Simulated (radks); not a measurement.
# Ar⁴⁺ in [Ne] 3s2 3p1 4f1: an all-electron calculation

An exercise on one series of results from a longer session: the logs are not shown, and one member is left open.

The numbers are computed with radks (a radial shooting solver on a logarithmic mesh, Libxc functionals) version 1 (non-relativistic Kohn-Sham, r2SCAN, spin-polarised, spherical densities, point nucleus; open shells are filled with parallel spins first), except any that are marked as measured or tabulated.

## What is computed

| Quantity | Value |
| --- | --- |
| element | argon (Z = 18) |
| charge | +4 |
| electrons | 14 |
| configuration | [Ne] 3s2 3p1 4f1 |

The outer shells:

Ar⁴⁺
```
[Ne] core
3s [↑↓]
3p [↑ ][  ][  ]
4f [↑ ][  ][  ][  ][  ][  ][  ]
```

The first run:

Settings of this run:

```text
Z 18
configuration [Ne] 3s2 3p1 4f1 4s0 3d0 4p0 5f0
relativity non-relativistic
functional r2scan,r2scan
spin polarised
nucleus point
```

The run is started by

```
python run_ks.py task.json out
```

The same process makes all the runs of this session.

Among the steps run: Self-consistent calculation.

One of the session's tables, all rows but one given; the rest of the session is left out.

It belongs to the step «Radial structure». Sizes of the orbitals, from the radial functions (bohr):

| level | <r> | outermost maximum (interpolated) | 90 % within | nodes |
| --- | --- | --- | --- | --- |
| 1s up | 0.08620 | 0.0565 | 0.154 | 0 |
| 1s down | 0.08618 | 0.0565 | 0.154 | 0 |
| 2s up | 0.4129 | 0.339 | 0.643 | 1 |
| 2s down | 0.4128 | 0.339 | 0.643 | 1 |
| 2p up | 0.3742 | 0.281 | 0.618 | 0 |
| 2p down | 0.3741 | 0.281 | 0.617 | 0 |
| 3s up | 1.231 | 1.10 | 1.81 | 2 |
| 3s down | 1.235 | 1.10 | 1.81 | 2 |
| 3p up | 1.296 | 1.15 | 1.94 | 1 |
| 3p down | 1.294 | 1.14 | 1.93 | 1 |
| 3d up | 1.407 | 1.16 | 2.20 | 0 |
| 3d down | 1.365 | 1.14 | 2.12 | 0 |
| 4s up | 2.789 | 2.65 | 3.95 | 3 |
| 4p up | 3.022 | 2.87 | 4.30 | 2 |
| 4f up | ? | ? | ? | ? |
| 5f up | 6.068 | 6.30 | 8.75 | 1 |

Q: Estimate the row for 4f up from the others.

The run gave: <r>: 3.399; outermost maximum (interpolated): 3.01; 90 % within: 4.98; nodes: 0. In the column «<r>» it lies between 4p up (3.022) and 5f up (6.068).
